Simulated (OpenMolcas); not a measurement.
# BBr2F (dibromofluoroborane): a chain of runs

We compute a single-point energy (HF/ANO-RCC-MB), then the energy (CASSCF(6,6)/ANO-RCC-VDZ), then a single-point energy (CASPT2(6,6)/ANO-RCC-VDZ) of BBr2F (dibromofluoroborane). 

The calculation is run with OpenMolcas 26.06.

## (1) The molecule

BBr2F has 4 atoms, charge 0, and is taken as a singlet. As SMILES, `FB(Br)Br`. The coordinates come from a PBE0-D4/def2-TZVP relaxation.

Bond lengths: F1–B2 1.307 Å, B2–Br3 1.901 Å, B2–Br4 1.901 Å. Angles: F1–B2–Br3 119.1°, F1–B2–Br4 119.1°, Br3–B2–Br4 121.7°.

## (2) A single-point energy at HF/ANO-RCC-MB (DKH2) (run 1)

step1.input

```
&GATEWAY
  Coord
  4
  bohr
  F      2.48791893     0.88053679     0.68855951
  B      0.23425045     0.08271331     0.06455304
  Br    -0.91281331    -3.07915754     1.32554839
  Br    -1.80935607     2.11590744    -2.07866094
  Basis=ANO-RCC-MB
  Group=NoSym

&SEWARD

&SCF
  PrOrbitals=1 1
```

Run with:

```bash
export MOLCAS_MEM=1860
pymolcas step1.input > step1.log
```

Output, cut to the lines that bear on the results:

```text
--- Start Module: gateway ---
[...]
--- Stop Module: gateway /rc=_RC_ALL_IS_WELL_ ---
--- Start Module: seward ---
[...]
      Basis functions           46
--- Stop Module: seward /rc=_RC_ALL_IS_WELL_ ---
[...]
--- Start Module: scf ---
[...]
       Convergence after   9 Iterations
[...]
::    Total SCF energy                              -5332.8253409319
[...]
      Total spin, S                                     0.0000000000
[...]
      Total electronic charge=   84.000000
      Total            charge=   -0.000000
[...]
      Dipole Moment (debye):
      Origin of the operator (angstrom)=   -0.4648   -0.1645   -0.1286
                   X= -3.6195E-01               Y= -1.2850E-01               Z= -1.0065E-01           Total=  3.9705E-01
      Quadrupole Moment (debye*angstrom):
[...]
--- Stop Module: scf /rc=_RC_ALL_IS_WELL_ ---
[...]
```

It took 7.2 s on 1 thread of Arm Neoverse V2, shared host; peak memory 0.39 GiB.

## (3) The energy at CASSCF(6,6)/ANO-RCC-VDZ (DKH2, RICD fitting) (run 2)

step2.input

```
* BBr2F CASSCF
&GATEWAY
Coord
4
bohr
F      2.48791893     0.88053679     0.68855951
B      0.23425045     0.08271331     0.06455304
Br    -0.91281331    -3.07915754     1.32554839
Br    -1.80935607     2.11590744    -2.07866094
Basis=ANO-RCC-MB
Group=NoSym
&SEWARD
&RASSCF
FileOrb=$CurrDir/step1.ScfOrb
Alter=4
1 31 40
1 36 41
1 38 42
1 44 46
Spin=1
Nactel=6 0 0
Inactive=39
Ras2=6
OrbListing=Nothing
>>> COPY $Project.RunFile RUNFIL1
>>> COPY $Project.RasOrb INPORB
&GATEWAY
Coord
4
bohr
F      2.48791893     0.88053679     0.68855951
B      0.23425045     0.08271331     0.06455304
Br    -0.91281331    -3.07915754     1.32554839
Br    -1.80935607     2.11590744    -2.07866094
Basis=ANO-RCC-VDZ
Group=NoSym
RICD
&SEWARD
>>> COPY $Project.RunFile RUNFIL2
&EXPBAS
&RASSCF
FileOrb=$Project.ExpOrb
Spin=1
Nactel=6 0 0
Inactive=39
Ras2=6
OrbListing=Nothing
OrbAppear=Compact
```

Run with:

```bash
export MOLCAS_MEM=1860
pymolcas step2.input > step2.log
```

Output, cut to the lines that bear on the results:

```text
--- Start Module: gateway ---
[...]
--- Stop Module: gateway /rc=_RC_ALL_IS_WELL_ ---
[...]
      Basis functions           46
[...]
      Number of active orbitals                  6
[...]
      Spin quantum number                      0.0
[...]
      Active orbitals                            6
[...]
      Number of CSFs                           175
[...]
      Number of root(s) required                 1
[...]
      Convergence after 14 iterations
[...]
      printout of CI-coefficients larger than  0.05 for root  1
      energy=   -5332.862138
      conf/sym  111111     Coeff  Weight
             1  222000  -0.98935 0.97880
            29  202200   0.05779 0.00334
            36  ud2ud0   0.05547 0.00308
            43  022020   0.06062 0.00367
            53  uu2dd0   0.06073 0.00369
      Natural orbitals and occupation numbers for root  1
      sym 1:   1.982160   1.981579   1.992722   0.017929   0.018773   0.006837
      ************************************************************************************************************************
      *                                                    Final results                                                     *
[...]
::    RASSCF root number  1 Total energy:  -5332.86213841
[...]
      Basis functions           62
[...]
--- Start Module: expbas ---
[...]
--- Stop Module: expbas /rc=_RC_ALL_IS_WELL_ ---
--- Start Module: rasscf ---
[...]
      Convergence after 13 iterations
[...]
      Natural orbitals and occupation numbers for root  1
      sym 1:   1.977230   1.975947   1.981394   0.023938   0.023103   0.018389
      ************************************************************************************************************************
      *                                                    Final results                                                     *
[...]
::    RASSCF root number  1 Total energy:  -5333.03186314
[...]
      Total electronic charge=   84.000000
      Total            charge=   -0.000000
[...]
      Dipole Moment (debye):
      Origin of the operator (angstrom)=   -0.4648   -0.1645   -0.1286
                   X= -1.6260E-01               Y= -5.7973E-02               Z= -4.5483E-02           Total=  1.7852E-01
      Quadrupole Moment (debye*angstrom):
[...]
--- Stop Module: rasscf /rc=_RC_ALL_IS_WELL_ ---
[...]
```

Wall time 15 s (1 thread of Arm Neoverse V2, shared host); peak memory 0.39 GiB.

## (4) A single-point energy at CASPT2(6,6)/ANO-RCC-VDZ (DKH2, RICD fitting, ipea shift 0.25 Eh, pt2 variant SS) (run 3)

step3.input

```
&GATEWAY
 Coord
 4
 bohr
 F      2.48791893     0.88053679     0.68855951
 B      0.23425045     0.08271331     0.06455304
 Br    -0.91281331    -3.07915754     1.32554839
 Br    -1.80935607     2.11590744    -2.07866094
 Basis=ANO-RCC-VDZ
 Group=NoSym
 RICD

&SEWARD

&RASSCF
 FileOrb=$CurrDir/step2.RasOrb
 Spin=1
 Nactel=6 0 0
 Inactive=39
 Ras2=6
 OrbListing=Nothing
 OrbAppear=Compact

&CASPT2
 Imaginary=0.2
```

Run with:

```bash
export MOLCAS_MEM=1860
pymolcas step3.input > step3.log
```

Output, cut to the lines that bear on the results:

```text
--- Start Module: gateway ---
[...]
--- Stop Module: gateway /rc=_RC_ALL_IS_WELL_ ---
[...]
      Basis functions           62
[...]
--- Start Module: rasscf ---
[...]
      Number of active orbitals                  6
[...]
      Spin quantum number                      0.0
[...]
      Active orbitals                            6
[...]
      Number of CSFs                           175
[...]
      Number of root(s) required                 1
[...]
      Convergence after  4 iterations
[...]
      printout of CI-coefficients larger than  0.05 for root  1
      energy=   -5333.031863
      conf/sym  111111     Coeff  Weight
             1  222000  -0.98388 0.96802
            16  220002   0.05385 0.00290
            20  2udu0d   0.05224 0.00273
            29  202200   0.06710 0.00450
            36  ud2ud0   0.05903 0.00348
            43  022020   0.06800 0.00462
[...]
      Natural orbitals and occupation numbers for root  1
      sym 1:   1.977230   1.975947   1.981394   0.023937   0.023103   0.018389
      ************************************************************************************************************************
      *                                                    Final results                                                     *
[...]
::    RASSCF root number  1 Total energy:  -5333.03186314
[...]
      Total electronic charge=   84.000000
      Total            charge=   -0.000000
[...]
      Dipole Moment (debye):
      Origin of the operator (angstrom)=   -0.4648   -0.1645   -0.1286
                   X= -1.6260E-01               Y= -5.7974E-02               Z= -4.5484E-02           Total=  1.7852E-01
      Quadrupole Moment (debye*angstrom):
[...]
--- Stop Module: rasscf /rc=_RC_ALL_IS_WELL_ ---
[...]
--- Start Module: caspt2 ---
[...]
      E2 (Variational):          -0.1404062447
      Total energy:           -5333.1722693852
[...]
      Reference weight:           0.94154
[...]
::    CASPT2 Root  1     Total energy:  -5333.17226939
[...]
--- Stop Module: caspt2 /rc=_RC_ALL_IS_WELL_ ---
[...]
```

Run time: 6.9 s. Hardware: 1 thread of Arm Neoverse V2, shared host; peak memory 0.24 GiB.

## (5) What came out

```
                                                      quantity           value
                            run 1, HF/ANO-RCC-MB: total energy  -5332.82534 Eh
                           run 1, HF/ANO-RCC-MB: dipole moment          0.40 D
                             run 1, HF/ANO-RCC-MB: HOMO energy       -12.43 eV
                             run 1, HF/ANO-RCC-MB: LUMO energy         1.43 eV
                           run 1, HF/ANO-RCC-MB: HOMO–LUMO gap        13.86 eV
                  run 2, CASSCF(6,6)/ANO-RCC-VDZ: total energy  -5333.03186 Eh
run 2, CASSCF(6,6)/ANO-RCC-VDZ: dipole moment (CASSCF density)          0.18 D
                  run 3, CASPT2(6,6)/ANO-RCC-VDZ: total energy  -5333.17227 Eh
run 3, CASPT2(6,6)/ANO-RCC-VDZ: dipole moment (CASSCF density)          0.18 D
```

**Reading.** Mulliken charges (run 3, CASPT2(6,6)/ANO-RCC-VDZ) of the CASSCF density run from -0.29 on F1 to +0.35 on B2.
